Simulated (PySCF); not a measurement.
# C4H12OSn (Sn(OMe)Me3): the cost of one run

Programs: PySCF 2.14.0, with density-fitted response routines of our own. Each step states its level of theory. These are calculated values for one molecule in the gas phase, unless marked as measured. Atoms count from 0, in the outputs and in this text.

### 1 The starting structure

18 atoms, charge 0, multiplicity 1; geometry from: GFN2-xTB. The atoms were then displaced at random by about 0.03 Å, so the start is not that level's minimum.

Bonds of the start (Å): Sn0–O1 2.01, Sn0–C6 2.18, Sn0–C10 2.30, Sn0–C14 2.19, O1–C2 1.37, C2–H3 1.25, C2–H4 1.08, C2–H5 1.09, C6–H7 1.11, C6–H8 1.02, C6–H9 1.09, C10–H11 1.08, C10–H12 1.08, C10–H13 1.10, C14–H15 1.09, C14–H16 1.04, C14–H17 1.07.

### 2 Optimising the geometry at PBE0-D3(BJ)/def2-SVP

The job: settings as JSON, then the geometry in Å.

```
{"job": {"xc": "PBE0", "basis": "def2-SVP", "d3": "d3bj", "grid": 1, "maxiter": 40, "shake": 0.03, "kind": "geom"}, "charge": 0, "multiplicity": 1}
Sn    -0.067870    -0.322360    -0.386730
O     -0.163330    -0.265560     1.623730
C      0.321130     0.725250     2.435130
H      1.558670     0.868070     2.312320
H      0.195450     0.388630     3.456790
H     -0.115130     1.716530     2.309540
C      2.019140    -0.260360    -1.018760
H      2.460590     0.756510    -0.938770
H      2.068000    -0.560900    -1.992390
H      2.533470    -0.947440    -0.354780
C     -1.221830     1.574580    -1.003610
H     -1.497640     1.495120    -2.041370
H     -0.627950     2.476460    -0.964380
H     -2.115130     1.732240    -0.376140
C     -1.220090    -2.152620    -0.717830
H     -2.143840    -2.049490    -0.149410
H     -0.604460    -2.914520    -0.358250
H     -1.435500    -2.243220    -1.757340
```

Command:

```bash
> OMP_NUM_THREADS=1 python probes_run.py task.json out
```

This one command runs all jobs of the session in turn.

Q: Estimate the wall time and peak memory of this first job on 1 thread of Intel Xeon at 2.50GHz, shared host.

About 5.2 min, with a peak of 0.63 GiB.
